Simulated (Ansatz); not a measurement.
# Sn2GeP2: the cost of one run

Program: Ansatz 0.2.0. Level of theory: DFT PBE, scalar-relativistic, plane waves, PAW. These are calculated values, not measurements.

3 further runs of the same task are left out: 2 that didn't finish, 1 set aside as unsound or not needed.

## Step 1: The starting structure

Symmetry: P-3m1, No. 164, trigonal system. The conventional cell has a = 3.858 Å, b = 3.858 Å, c = 8.760 Å, α = 90.00°, β = 90.00°, γ = 120.00°. Sn (site symmetry 3m) has 3 P at 2.71 Å as nearest neighbours. Ge (site symmetry -3m) has 6 P at 2.69 Å as nearest neighbours. P (site symmetry 3m) has 3 Ge at 2.69 Å and 3 Sn at 2.71 Å as nearest neighbours.

Structure file:

```cif
data_structure
_symmetry_space_group_name_H-M 'P 1'
_symmetry_Int_Tables_number 1
_cell_length_a 3.8583
_cell_length_b 3.8583
_cell_length_c 8.7603
_cell_angle_alpha 90.000
_cell_angle_beta 90.000
_cell_angle_gamma 120.000
_cell_volume 112.94
loop_
_atom_site_label
_atom_site_type_symbol
_atom_site_fract_x
_atom_site_fract_y
_atom_site_fract_z
_atom_site_occupancy
Sn1 Sn 0.66667 0.33333 0.34894 1
Sn2 Sn 0.33333 0.66667 0.65106 1
Ge1 Ge 0.00000 0.00000 0.00000 1
P1 P 0.66667 0.33333 0.82818 1
P2 P 0.33333 0.66667 0.17182 1
```

It is the end of an earlier relaxation with the same method, from a database cell with other species swapped in; it needn't be the stable form of this composition. At a tolerance of 0.05 Å it has space group P-3m1 (No. 164); it has 22.59 Å³/atom, an uncorrected energy of +0.05 eV/atom over the elements.

## Step 2: Static run: bands, density of states and charges

Contents of input.yaml:

```yaml
crystal:
  lattice:
    - [3.8583090257, 0.0, 0.0]
    - [-1.9291545128, 3.3413936319, 0.0]
    - [0.0, 0.0, 8.7603333562]
  atoms:
    - { symbol: Sn, position: [0.6666666667, 0.3333333333, 0.3489371173] }
    - { symbol: Sn, position: [0.3333333333, 0.6666666667, 0.6510628827] }
    - { symbol: Ge, position: [0.0, 0.0, 0.0] }
    - { symbol: P, position: [0.6666666667, 0.3333333333, 0.8281810928] }
    - { symbol: P, position: [0.3333333333, 0.6666666667, 0.1718189072] }
basis:
  ecutwfc: 420
kpoints:
  mp_grid: { grid: [12, 12, 4] }
  band_path:
    path:
      - [[0.0, 0.0, 0.0], [0.5, 0.0, 0.0], [0.33333333, 0.33333333, 0.0], [0.0, 0.0, 0.0], [0.0, 0.0, 0.5], [0.5, 0.0, 0.5], [0.33333333, 0.33333333, 0.5], [0.0, 0.0, 0.5]]
      - [[0.5, 0.0, 0.5], [0.5, 0.0, 0.0]]
      - [[0.33333333, 0.33333333, 0.5], [0.33333333, 0.33333333, 0.0]]
    npoints: 14
hamiltonian:
  xc: pbe
scf:
  occupations: { method: gaussian, width: 0.1 }
  n_extra_bands: 12
output:
  forces: true
  stress: true
  eigenvalues: true
  populations: true
  dos: { projected: true, de: 0.02, nscf_kmesh: { grid: [15, 15, 5] } }
  bader: true
  write_density: true
  write_potential: true
  elf: true
  volumetric_format: npy
```

Started as:

```console
> ansatz run input.yaml --threads 1 --pin off --max-ram 2560MiB --backend cpu --events-out ev --progress --plain --runs-dir out
```

Q: Estimate wall time and peak memory on 1 thread of Arm Neoverse V2, shared host.

About 76 s, with a peak of 0.59 GiB.
